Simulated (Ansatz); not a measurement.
# CH₈InNSi: how energies converge with the basis set

One table from this session's results is given with a row withheld; the runs are named, their logs left out.

The runs use Ansatz 0.2.0, Gaussian basis; one geometry, several basis sets.

The runs, in order: PBE0-D4/def2-SVP; ωB97M-V/def2-SVP; PBE0-D4/def2-QZVPP; ωB97M-V/def2-QZVPP; the functionals' def2-TZVPP values are taken from earlier runs.

## The relaxed structure

An earlier PBE0-D4 in a triple-zeta def2 set relaxation fixed the geometry. In takes the def2 core potential; no spin-orbit term is included.

SMILES `C[N]([SiH3])[InH2]`, 12 atoms, charge 0, spin multiplicity 1.

Atoms are counted from 1 here; the program's logs count them from 0.

Bond lengths: C1–N2 1.457 Å, C1–H5 1.098 Å, C1–H6 1.094 Å, C1–H7 1.098 Å, N2–Si3 1.718 Å, N2–In4 2.039 Å, Si3–H8 1.487 Å, Si3–H9 1.494 Å, Si3–H10 1.494 Å, In4–H11 1.715 Å, In4–H12 1.707 Å. Angles: N2–C1–H5 111.9°, N2–C1–H6 111.5°, N2–C1–H7 111.9°, H5–C1–H6 107.1°, H5–C1–H7 107.2°, H6–C1–H7 107.1°, C1–N2–Si3 116.6°, C1–N2–In4 120.2°, Si3–N2–In4 123.3°, N2–Si3–H8 108.2°, N2–Si3–H9 112.0°, N2–Si3–H10 112.0°, H8–Si3–H9 109.1°, H8–Si3–H10 109.1°, H9–Si3–H10 106.3°, N2–In4–H11 111.2°, N2–In4–H12 116.5°, H11–In4–H12 132.3°.

The first run:

in.yaml reads:

```yaml
crystal:
  periodic: [false, false, false]
  atoms:
    - {symbol: C, position_ang: [-0.229467, 1.356802, -0.589463]}
    - {symbol: N, position_ang: [-0.051495, 0.004253, -0.079025]}
    - {symbol: Si, position_ang: [0.876322, -0.158650, 1.357760]}
    - {symbol: In, position_ang: [-0.883038, -1.578727, -1.058734]}
    - {symbol: H, position_ang: [0.730563, 1.833763, -0.827805]}
    - {symbol: H, position_ang: [-0.827567, 1.363960, -1.505347]}
    - {symbol: H, position_ang: [-0.741880, 2.003548, 0.135172]}
    - {symbol: H, position_ang: [0.939232, -1.602243, 1.709351]}
    - {symbol: H, position_ang: [0.278368, 0.597522, 2.499625]}
    - {symbol: H, position_ang: [2.265713, 0.365198, 1.189364]}
    - {symbol: H, position_ang: [-1.739383, -1.064019, -2.452621]}
    - {symbol: H, position_ang: [-0.617368, -3.121397, -0.378276]}
basis:
  gaussian: {orbitals: def2-SVP}
hamiltonian: {xc: pbe0, dispersion: d4}
output: {orbitals: {seedname: orbitals}}
```

On the command line:

```console
$ ansatz run in.yaml --threads 4 --pin off --events-out ev --progress --plain --max-ram 10444MiB
```

Among the steps run: PBE0-D4 in def2-SVP; ωB97M-V in def2-SVP; PBE0-D4 in def2-QZVPP; ωB97M-V in def2-QZVPP.

One table of the session follows, with a row left open; its other results are not shown here.

It belongs to the step «Density functionals: the series». 

```
functional       basis  HOMO (eV)  LUMO (eV)
   PBE0-D4    def2-SVP      -6.65      -1.37
   PBE0-D4  def2-TZVPP      -6.73      -1.46
   PBE0-D4  def2-QZVPP      -6.74      -1.47
   ωB97M-V    def2-SVP      -8.87       0.18
   ωB97M-V  def2-TZVPP          ?          ?
   ωB97M-V  def2-QZVPP      -9.00      -0.13
```

Estimate the missing values for ωB97M-V, def2-TZVPP.

As computed: HOMO (eV): -8.98; LUMO (eV): -0.07. In the column «HOMO (eV)» it lies between ωB97M-V, def2-QZVPP (-9.00) and ωB97M-V, def2-SVP (-8.87).
